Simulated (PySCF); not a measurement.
**C5H4F4: a tour of settings**

Which settings matter for C5H4F4 (`F/C=C/CC(F)=C(F)F`), and how do bad ones show?

Computed with PySCF 2.14.0, with density-fitted response routines of our own, on a single molecule, in the gas phase or a continuum. Atoms count from 0, in the outputs and in this text.

**1. Starting geometry**

13 atoms, charge 0, multiplicity 1; geometry from: GFN2-xTB.

Bonds of the start (Å): F0–C1 1.34, C1–C2 1.32, C2–C3 1.50, C3–C4 1.50, C4–F5 1.35, C4–C6 1.33, C6–F7 1.33, C6–F8 1.32, C1–H9 1.08, C2–H10 1.08, C3–H11 1.09, C3–H12 1.09.

**2. NMR shieldings: PBE0/pcSseg-1**

What the job is given:

```
{"job": {"kind": "nmr", "xc": "PBE0", "basis": "pcSseg-1"}, "charge": 0, "multiplicity": 1}
F     -2.971191     0.882886     1.237655
C     -1.980562     0.780144     0.343346
C     -1.240890    -0.307564     0.252160
C     -0.121439    -0.451357    -0.737471
C      1.182181    -0.632173    -0.020091
F      1.363730    -1.833292     0.557974
C      2.125656     0.290964     0.108870
F      2.023064     1.500985    -0.431807
F      3.275509     0.156557     0.749579
H     -1.888853     1.667462    -0.266747
H     -1.415885    -1.139598     0.918119
H     -0.062305     0.426558    -1.379592
H     -0.293402    -1.341086    -1.349722
```

Method: GIAO PBE0/pcSseg-1 NMR shielding, non-relativistic, gas phase.

Launch:

```console
OMP_NUM_THREADS=1 python probes_run.py task.json out
```

The driver reads the jobs from task.json and runs them one after another.

What it wrote:

```text
coarse grid: 12256 points
cycle   1  E = -591.3891932237  dE =  1.442e+00  |g| = 8.148e-01  |ddm| = 3.311e+00
cycle   2  E = -591.2654285065  dE =  1.238e-01  |g| = 1.208e+00  |ddm| = 1.282e+00
cycle   3  E = -591.4990057858  dE = -2.336e-01  |g| = 9.104e-02  |ddm| = 8.263e-01
cycle   4  E = -591.5000995476  dE = -1.094e-03  |g| = 5.270e-02  |ddm| = 1.156e-01
cycle   5  E = -591.5005871277  dE = -4.876e-04  |g| = 1.303e-02  |ddm| = 5.105e-02
cycle   6  E = -591.5006161642  dE = -2.904e-05  |g| = 5.369e-03  |ddm| = 1.319e-02
cycle   7  E = -591.5006226128  dE = -6.449e-06  |g| = 1.232e-03  |ddm| = 4.591e-03
final grid: 123944 points
cycle   8  E = -591.5786435966  dE = -4.393e-05  |g| = 8.062e-03  |ddm| = 2.438e-02
cycle   9  E = -591.5786280826  dE =  1.551e-05  |g| = 1.244e-02  |ddm| = 1.437e-02
cycle  10  E = -591.5786570323  dE = -2.895e-05  |g| = 1.349e-03  |ddm| = 8.957e-03
cycle  11  E = -591.5786573978  dE = -3.654e-07  |g| = 4.024e-04  |ddm| = 1.318e-03
cycle  12  E = -591.5786574310  dE = -3.326e-08  |g| = 1.598e-04  |ddm| = 4.423e-04
cycle  13  E = -591.5786574363  dE = -5.274e-09  |g| = 2.768e-05  |ddm| = 1.342e-04
cycle  14  E = -591.5786574365  dE = -1.514e-10  |g| = 8.044e-06  |ddm| = 2.765e-05
converged SCF energy = -591.5786574365

GIAO shielding tensors (ppm)
atom      isotropic    diamagn.    paramagn.     s11        s22        s33       span
  0 F      291.600     469.457    -177.857    200.574    288.678    385.549    184.976
  1 C       26.115     251.248    -225.133    -67.645     72.630     73.361    141.006
  2 C       73.095     257.357    -184.262    -31.465     92.783    157.967    189.432
  3 C      157.634     247.409     -89.774    146.664    157.846    168.393     21.729
  4 C       48.151     253.450    -205.299      9.553     51.743     83.157     73.604
  5 F      361.240     472.360    -111.120    296.309    370.685    416.725    120.416
  6 C       20.404     250.193    -229.790    -39.458     43.403     57.266     96.724
  7 F      297.065     475.347    -178.282    254.436    302.049    334.710     80.274
  8 F      278.424     469.150    -190.726    257.459    286.266    291.547     34.088
  9 H       24.762      30.417      -5.656     22.282     23.627     28.376      6.094
 10 H       25.744      30.556      -4.812     23.123     24.883     29.225      6.102
 11 H       28.874      31.433      -2.559     25.282     28.820     32.518      7.236
 12 H       28.590      28.689      -0.100     24.183     27.207     34.378     10.195
```

Wall time 24 s (1 thread, shared host).

Shifts follow as δ = σ(reference) − σ, with reference shieldings (ppm) from runs at the same level and on the same kind of geometry: ¹H TMS 31.72, ¹³C TMS 186.9, ¹⁹F CFCl3 170.9. The references are single molecules in the gas phase, so shifts against H2O, NH3, PH3, H3PO4 or CFCl3 are not on the usual liquid scales and can be off by tens of ppm. Atoms listed in one row are averaged.

| atoms | environment | σ (ppm) | δ (ppm) | δ scaled to CDCl3 |
| --- | --- | --- | --- | --- |
| C6 | fully substituted alkene carbon | 20.4 | 166.5 | 160.6 |
| C1 | alkene CH | 26.1 | 160.8 | 155.0 |
| C4 | fully substituted alkene carbon | 48.2 | 138.8 | 133.5 |
| C2 | alkene CH | 73.1 | 113.8 | 109.2 |
| C3 | allylic sp3 CH2 | 157.6 | 29.3 | 26.7 |
| H9 | hydrogen on an alkene CH | 24.76 | 6.96 | 6.66 |
| H10 | hydrogen on an alkene CH | 25.74 | 5.97 | 5.74 |
| H11, H12 | hydrogen on an allylic sp3 CH2 | 28.73 | 2.99 | 2.92 |
| F8 | vinylic fluorine | 278.4 | -107.5 | – |
| F0 | vinylic fluorine | 291.6 | -120.7 | – |
| F7 | vinylic fluorine | 297.1 | -126.1 | – |
| F5 | vinylic fluorine | 361.2 | -190.3 | – |

The scaled column applies a straight-line fit of computed shieldings to shifts measured in CDCl3, and one for carbons that bear F (root-mean-square error 0.16 ppm for H, 1.9 ppm for C).

The run also stored atomic charges by several schemes (e):

| atoms | Mulliken | IAO | Hirshfeld | ESP fit |
| --- | --- | --- | --- | --- |
| F0 | -0.28 | -0.27 | -0.09 | -0.15 |
| C1 | 0.26 | 0.14 | 0.04 | -0.02 |
| C2 | -0.24 | -0.21 | -0.07 | -0.18 |
| C3 | -0.18 | -0.28 | -0.07 | -0.29 |
| C4 | 0.09 | 0.19 | 0.04 | 0.04 |
| F5 | -0.27 | -0.26 | -0.08 | -0.13 |
| C6 | 0.55 | 0.50 | 0.14 | 0.30 |
| F7 | -0.25 | -0.25 | -0.07 | -0.13 |
| F8 | -0.24 | -0.23 | -0.07 | -0.13 |

Mayer bond orders: F0–C1 0.95, C1–C2 1.90, C2–C3 1.01, C3–C4 1.01, C4–F5 0.95, C4–C6 1.74, C6–F7 1.00, C6–F8 1.01.

**3. TDDFT and polarisability: PBE0/def2-SVPD**

The job, as its differences from that of step 2:

```diff
@@ -1,2 +1,2 @@
-{"job": {"kind": "nmr", "xc": "PBE0", "basis": "pcSseg-1"}, "charge": 0, "multiplicity": 1}
+{"job": {"kind": "uv", "xc": "PBE0", "basis": "def2-SVPD", "nstates": 6, "ntriplets": 2}, "charge": 0, "multiplicity": 1}
 F     -2.971191     0.882886     1.237655
```

Method: TDDFT PBE0/def2-SVPD, vertical, gas phase, core orbitals frozen in the response.

What it wrote:

```text
coarse grid: 12256 points
cycle   1  E = -591.0438904245  dE =  1.378e+00  |g| = 7.495e-01  |ddm| = 5.163e+00
cycle   2  E = -590.9328304051  dE =  1.111e-01  |g| = 1.103e+00  |ddm| = 1.924e+00
cycle   3  E = -591.1435240106  dE = -2.107e-01  |g| = 9.024e-02  |ddm| = 1.113e+00
cycle   4  E = -591.1446864020  dE = -1.162e-03  |g| = 4.994e-02  |ddm| = 2.078e-01
cycle   5  E = -591.1451709798  dE = -4.846e-04  |g| = 1.277e-02  |ddm| = 7.581e-02
cycle   6  E = -591.1452004236  dE = -2.944e-05  |g| = 5.083e-03  |ddm| = 2.487e-02
cycle   7  E = -591.1452063684  dE = -5.945e-06  |g| = 1.137e-03  |ddm| = 8.160e-03
final grid: 123944 points
cycle   8  E = -591.2242902391  dE = -3.669e-05  |g| = 8.302e-03  |ddm| = 1.120e-01
cycle   9  E = -591.2242729352  dE =  1.730e-05  |g| = 1.277e-02  |ddm| = 2.616e-02
cycle  10  E = -591.2243045331  dE = -3.160e-05  |g| = 1.328e-03  |ddm| = 1.481e-02
cycle  11  E = -591.2243049179  dE = -3.849e-07  |g| = 3.613e-04  |ddm| = 2.162e-03
cycle  12  E = -591.2243049452  dE = -2.730e-08  |g| = 1.361e-04  |ddm| = 6.781e-04
cycle  13  E = -591.2243049494  dE = -4.140e-09  |g| = 2.764e-05  |ddm| = 2.378e-04
cycle  14  E = -591.2243049495  dE = -1.558e-10  |g| = 9.198e-06  |ddm| = 5.604e-05
converged SCF energy = -591.2243049495

Static polarisability (au): isotropic 63.908, principal 50.321 63.381 78.021

Singlet excitations
state   eV       nm        f      main configurations
  1   6.1587    201.3   0.04734   H->L 0.75, H->L+1 0.12
  2   6.7843    182.8   0.00853   H->L+2 0.51, H->L+1 0.38
  3   6.8746    180.4   0.14183   H-1->L 0.44, H->L+2 0.19, H->L 0.10
  4   7.1560    173.3   0.04108   H->L+4 0.24, H-1->L 0.17, H->L+6 0.17
  5   7.3405    168.9   0.08581   H-1->L+1 0.58, H-1->L 0.12, H->L+4 0.08
  6   7.4178    167.1   0.04216   H-1->L+2 0.68, H-1->L+1 0.09

Triplet excitations (Tamm-Dancoff, eV): 4.3549 4.5138
```

It took 48 s on 1 thread, shared host.

Frontier orbitals and where they lie:

| orbital | eV | atoms |
| --- | --- | --- |
| HOMO−3 | -11.47 | F5 32 %, C3 18 %, F0 18 % |
| HOMO−2 | -10.87 | F0 31 %, C1 18 %, C2 16 % |
| HOMO−1 | -7.94 | C2 29 %, C1 24 %, F0 12 % |
| HOMO | -7.49 | C4 26 %, C6 23 %, F5 10 % |
| LUMO | -0.27 | C1 27 %, C2 24 %, C4 8 % |
| LUMO+1 | 0.49 | C6 31 %, C4 25 %, F8 10 % |
| LUMO+2 | 0.53 | C6 19 %, C1 14 %, F7 12 % |

With each of the 6 states as a Gaussian band of 0.4 eV half-width at 1/e, the curve within the window shown has maxima at 175 nm (ε 9,300) L/(mol cm). Beyond the last state computed it falls off for lack of states. The curve at chosen wavelengths:

| nm | ε (L/mol/cm) |
| --- | --- |
| 161 | 2700 |
| 163 | 4027 |
| 166 | 6132 |
| 168 | 7360 |
| 171 | 8666 |
| 173 | 9147 |
| 176 | 9320 |
| 178 | 9082 |
| 181 | 8217 |
| 183 | 7361 |
| 186 | 5873 |
| 188 | 4906 |
| 191 | 3719 |
| 193 | 3162 |
| 196 | 2647 |
| 198 | 2448 |
| 201 | 2232 |
| 203 | 2082 |
| 206 | 1802 |
| 208 | 1578 |
| 211 | 1219 |
| 213 | 985 |
| 216 | 675 |
| 218 | 506 |
| 221 | 311 |
| 223 | 218 |

Ground-state properties from the same run:

| property | computed |
| --- | --- |
| dipole moment (D) | 1.91 |
| polarisability (Å³) | 9.47 |
| HOMO–LUMO gap (eV) | 7.22 |
| −ε(HOMO) (eV) | 7.49 |

**4. TDDFT and polarisability: PBE0/def2-SVPD**

The job, as its differences from that of step 3:

```diff
@@ -1,2 +1,2 @@
-{"job": {"kind": "uv", "xc": "PBE0", "basis": "def2-SVPD", "nstates": 6, "ntriplets": 2}, "charge": 0, "multiplicity": 1}
+{"job": {"kind": "uv", "xc": "PBE0", "basis": "def2-SVPD", "nstates": 6, "ntriplets": 2, "tda": false, "scf": {"max_cycle": 90}}, "charge": 1, "multiplicity": 1}
 F     -2.971191     0.882886     1.237655
```

With the program's defaults for keys left out, this is: PBE0/def2-SVPD.

What it wrote:

```text
RuntimeError: Electron number 69 and spin 0 are not consistent
Note mol.spin = 2S = Nalpha - Nbeta, not 2S+1
```

Diagnosis: Charge and multiplicity don't fit the number of electrons: an even count needs an odd multiplicity, and the reverse. Cure: mend the charge or the multiplicity.

**5. NMR shieldings: KT2/Sadlej pVTZ**

The job, as its differences from that of step 4:

```diff
@@ -1,2 +1,2 @@
-{"job": {"kind": "uv", "xc": "PBE0", "basis": "def2-SVPD", "nstates": 6, "ntriplets": 2, "tda": false, "scf": {"max_cycle": 90}}, "charge": 1, "multiplicity": 1}
+{"job": {"kind": "nmr", "xc": "KT2", "basis": "Sadlej pVTZ", "pop": false}, "charge": 0, "multiplicity": 1}
 F     -2.971191     0.882886     1.237655
```

With the program's defaults for keys left out, this is: GIAO KT2/Sadlej pVTZ NMR shielding, non-relativistic, gas phase.

What it wrote:

```text
coarse grid: 12256 points
cycle   1  E = -600.8060550491  dE =  1.367e+00  |g| = 1.038e+00  |ddm| = 2.675e+01
cycle   2  E = -600.2337754458  dE =  5.723e-01  |g| = 2.099e+00  |ddm| = 6.423e+00
cycle   3  E = -600.9847411930  dE = -7.510e-01  |g| = 2.081e-01  |ddm| = 3.189e+00
cycle   4  E = -600.9925374409  dE = -7.796e-03  |g| = 1.071e-01  |ddm| = 1.100e+00
cycle   5  E = -600.9945922029  dE = -2.055e-03  |g| = 3.636e-02  |ddm| = 2.533e-01
cycle   6  E = -600.9948769224  dE = -2.847e-04  |g| = 1.155e-02  |ddm| = 1.579e-01
cycle   7  E = -600.9949070148  dE = -3.009e-05  |g| = 4.594e-03  |ddm| = 3.089e-02
cycle   8  E = -600.9949115079  dE = -4.493e-06  |g| = 1.360e-03  |ddm| = 1.130e-02
final grid: 123944 points
cycle   9  E = -601.0219497960  dE = -1.682e-04  |g| = 5.672e-02  |ddm| = 1.449e+00
cycle  10  E = -601.0200566803  dE =  1.893e-03  |g| = 1.149e-01  |ddm| = 3.755e-01
cycle  11  E = -601.0224473147  dE = -2.391e-03  |g| = 1.246e-02  |ddm| = 2.071e-01
cycle  12  E = -601.0224871274  dE = -3.981e-05  |g| = 3.469e-03  |ddm| = 3.867e-02
cycle  13  E = -601.0224897078  dE = -2.580e-06  |g| = 1.210e-03  |ddm| = 1.208e-02
cycle  14  E = -601.0224900175  dE = -3.096e-07  |g| = 2.750e-04  |ddm| = 4.115e-03
cycle  15  E = -601.0224900328  dE = -1.536e-08  |g| = 7.042e-05  |ddm| = 9.816e-04
cycle  16  E = -601.0224900340  dE = -1.200e-09  |g| = 2.186e-05  |ddm| = 2.777e-04
cycle  17  E = -601.0224900341  dE = -1.080e-10  |g| = 6.809e-06  |ddm| = 6.333e-05
converged SCF energy = -601.0224900341

GIAO shielding tensors (ppm)
atom      isotropic    diamagn.    paramagn.     s11        s22        s33       span
  0 F      295.471     449.467    -153.997    215.773    293.418    377.222    161.449
  1 C       47.947     290.436    -242.489    -25.497     82.848     86.489    111.986
  2 C       94.854     193.040     -98.186      7.790    108.373    168.398    160.609
  3 C      167.620     235.244     -67.624    154.673    168.878    179.311     24.638
  4 C       65.508     257.327    -191.819     34.689     70.031     91.803     57.114
  5 F      352.548     471.968    -119.419    300.590    363.382    393.673     93.083
  6 C       38.455     292.577    -254.121     -5.793     54.902     66.256     72.049
  7 F      294.074     467.733    -173.659    247.690    297.672    336.861     89.170
  8 F      274.949     455.716    -180.767    260.976    279.494    284.377     23.400
  9 H       24.763      45.199     -20.436     23.073     23.594     27.622      4.549
 10 H       25.892      39.721     -13.829     23.839     25.197     28.640      4.801
 11 H       28.778      39.966     -11.188     25.711     28.918     31.705      5.994
 12 H       28.763      24.925       3.837     24.556     27.734     33.998      9.441
```

It took 81 s on 1 thread, shared host.

In short: δ C6 160.7, C1 151.2, C4 133.7, C2 104.3, H9 7.29, H10 6.16 ppm.

**6. Nuclear shieldings: PBE0/pcSseg-1 in chloroform**

The job, as its differences from that of step 5:

```diff
@@ -1,2 +1,2 @@
-{"job": {"kind": "nmr", "xc": "KT2", "basis": "Sadlej pVTZ", "pop": false}, "charge": 0, "multiplicity": 1}
+{"job": {"kind": "nmr", "xc": "PBE0", "basis": "pcSseg-1", "solvent": "chloroform", "pop": true, "grid": 1}, "charge": 0, "multiplicity": 1}
 F     -2.971191     0.882886     1.237655
```

Level: GIAO PBE0/pcSseg-1 NMR shielding, non-relativistic, IEF-PCM chloroform.

What it wrote:

```text
final grid: 56992 points
cycle   1  E = -591.4752190166  dE =  1.437e+00  |g| = 8.052e-01  |ddm| = 3.307e+00
cycle   2  E = -591.3661901701  dE =  1.090e-01  |g| = 1.166e+00  |ddm| = 1.197e+00
cycle   3  E = -591.5819467207  dE = -2.158e-01  |g| = 7.876e-02  |ddm| = 7.567e-01
cycle   4  E = -591.5828065925  dE = -8.599e-04  |g| = 3.984e-02  |ddm| = 8.458e-02
cycle   5  E = -591.5830603498  dE = -2.538e-04  |g| = 1.022e-02  |ddm| = 3.643e-02
cycle   6  E = -591.5830764373  dE = -1.609e-05  |g| = 3.753e-03  |ddm| = 9.734e-03
cycle   7  E = -591.5830795820  dE = -3.145e-06  |g| = 8.122e-04  |ddm| = 3.274e-03
cycle   8  E = -591.5830797104  dE = -1.284e-07  |g| = 2.520e-04  |ddm| = 7.407e-04
cycle   9  E = -591.5830797240  dE = -1.366e-08  |g| = 4.577e-05  |ddm| = 1.958e-04
cycle  10  E = -591.5830797244  dE = -3.599e-10  |g| = 2.048e-05  |ddm| = 4.942e-05
converged SCF energy = -591.5830797244

GIAO shielding tensors (ppm)
atom      isotropic    diamagn.    paramagn.     s11        s22        s33       span
  0 F      299.362     470.236    -170.874    211.400    295.390    391.296    179.896
  1 C       25.580     251.671    -226.091    -68.470     72.180     73.030    141.501
  2 C       72.518     257.283    -184.765    -32.445     91.725    158.273    190.719
  3 C      158.064     247.387     -89.322    146.850    158.230    169.112     22.261
  4 C       46.856     253.746    -206.891      9.090     49.458     82.019     72.929
  5 F      363.249     472.805    -109.556    298.402    371.932    419.413    121.011
  6 C       20.487     250.291    -229.803    -39.231     43.264     57.428     96.659
  7 F      298.963     475.475    -176.512    253.878    304.644    338.368     84.491
  8 F      282.608     469.426    -186.818    263.461    289.152    295.210     31.749
  9 H       24.561      30.198      -5.637     21.987     23.534     28.162      6.175
 10 H       25.643      30.470      -4.827     23.013     24.810     29.105      6.093
 11 H       28.649      31.171      -2.522     24.973     28.515     32.460      7.487
 12 H       28.424      28.415       0.010     23.995     26.977     34.301     10.306
```

Run time: 18 s. Hardware: 1 thread, shared host.

Key values: δ C6 167.1, C1 162.0, C4 140.7, C2 115.1, H9 7.14, H10 6.06 ppm.

**7. Comparing the runs: NMR shifts**

Shifts (ppm) of some atoms, chosen among heavy atoms and hydrogens apart, means over like atoms, with basis size and wall time:

| run | C1 | H9 | H11 | F8 | F0 | F7 | F5 | functions | time |
| --- | --- | --- | --- | --- | --- | --- | --- | --- | --- |
| PBE0/pcSseg-1 | 160.8 | 6.96 | 2.99 | -107.5 | -120.7 | -126.1 | -190.3 | 173 | 24 s |
| KT2/Sadlej pVTZ | 151.2 | 7.29 | 3.28 | -130.4 | -150.9 | -149.5 | -208.0 | 252 | 81 s |
| PBE0/pcSseg-1 in chloroform | 162.0 | 7.14 | 3.16 | -109.0 | -125.7 | -125.3 | -189.6 | 173 | 18 s |

**8. Results**

| quantity | value |
| --- | --- |
| ¹³C shifts against TMS (PBE0/pcSseg-1) | 166.5, 160.8, 138.8, 113.8, 29.3 ppm |
| ¹H shifts against TMS (PBE0/pcSseg-1, means over atoms taken as alike) | 6.96, 5.97, 2.99 ppm |
| ¹⁹F shifts against CFCl3 (PBE0/pcSseg-1) | -107.5, -120.7, -126.1, -190.3 ppm |
| lowest singlet (PBE0/def2-SVPD) | 6.16 eV (201 nm), f = 0.047 |
| brightest single state of those computed | state 3, 6.87 eV, f = 0.142 |
| lowest triplet | 4.35 eV |
| range of the shift of F0 | -150.9 to -120.7 ppm |
| property runs in this session | 5, of which 1 failed and 0 gave unsound results |

Single values in the summary come from the first run of each kind that ended normally (PBE0/pcSseg-1; PBE0/def2-SVPD), which need not be the best level. The lowest singlet, at 6.16 eV, is HOMO→LUMO 0.75, HOMO→LUMO+1 0.12 and is weak; of the 6 states computed, the strongest absorption comes from state 3 at 6.87 eV. The lowest triplet lies 1.80 eV below the lowest singlet (triplets in Tamm-Dancoff, singlets in full TDDFT). Across the 3 runs the shift of F0 moves most, between -150.9 (KT2/Sadlej pVTZ) and -120.7 ppm (PBE0/pcSseg-1). Most of that comes from the computed reference, not from the atom's own shielding.
